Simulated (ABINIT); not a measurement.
AgRh:

```
Ag Rh
1.0
     2.77759    0.00000    0.00000
    -1.38879    2.40546    0.00000
     0.00000    0.00000    4.80860
Ag Rh
1 1
Direct
  0.00000 0.00000 0.50000
  0.66667 0.33333 0.00000
```

The cell comes from a database or a generator and needn't be the stable form of this composition.

Base run:

```yaml
Program: ABINIT 10.8.3 (patched build)
Functional: PBEsol
Potentials_or_basis: JTH PAW PBE v2.0
Cutoff: 544 eV
k_mesh: 11 × 11 × 6
Occupations: fermi-dirac, width 0.05 eV
Spin: no spin polarisation
```

Its results: band gap on the k mesh none (metal or under the smearing width); pressure -10.4 GPa.

The run is repeated on the same cell with these changes: functional from PBEsol to BLYP. What comes out?

Band gap on the k mesh none (metal or under the smearing width); pressure 7.2 GPa.

BLYP binds less tightly than PBEsol, so the same cell stands under more pressure.

Caveats: the PAW data sets were made with another functional, which shifts forces and pressure a little.
